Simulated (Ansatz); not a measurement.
# K (K, dhcp): the cost of one run

Method: DFT BLYP, plane waves (420 eV) with PAW, scalar-relativistic; the PAW data stem from PBE, with regenerated cores, in Ansatz 0.2.0.

## Step 1: The structure to begin with

It takes space group P6_3/mmc (No. 194, hexagonal). The conventional cell has a = 4.655 Å, b = 4.655 Å, c = 15.203 Å, α = 90.00°, β = 90.00°, γ = 120.00°.

Coordinates:

```
CELL_PARAMETERS angstrom
4.65494 0.00000 0.00000
-2.32747 4.03130 0.00000
0.00000 0.00000 15.20303
ATOMIC_POSITIONS crystal
K 0.00000 0.00000 0.00000
K 0.00000 0.00000 0.50000
K 0.33333 0.66667 0.25000
K 0.66667 0.33333 0.75000
```

## Step 2: Relaxing cell and atoms

File input.yaml:

```yaml
crystal:
  lattice:
    - [4.6549393048, 0.0, 0.0]
    - [-2.3274696524, 4.031295691, 0.0]
    - [0.0, 0.0, 15.2030317694]
  atoms:
    - { symbol: K, position: [0.0, 0.0, 0.0] }
    - { symbol: K, position: [0.0, 0.0, 0.5] }
    - { symbol: K, position: [0.3333333333, 0.6666666667, 0.25] }
    - { symbol: K, position: [0.6666666667, 0.3333333333, 0.75] }
hamiltonian:
  xc: blyp
  pseudopotentials:
    kind: paw
    azcp:
      K: "pseudopotentials/K.paw.azcp"
basis:
  ecutwfc: 420
  fft_grid_basis: typed
kpoints:
  mp_grid: { grid: [8, 8, 2], shift: [0, 0, 0] }
magnetization:
  spin_polarized: false
scf:
  occupations: { method: fermi_dirac, width: 0.1 }
relax:
  max_steps: 60
  f_tol: 0.01
  cell: {}
```

Run with:

```console
$ ansatz run input.yaml --threads 2 --pin off --max-ram 5120MiB --backend cpu --events-out ev --progress --plain --runs-dir out
```

What time and memory should one allow on 2 threads of Arm Neoverse V1, shared host?

About 12 s, with a peak of 0.51 GiB.
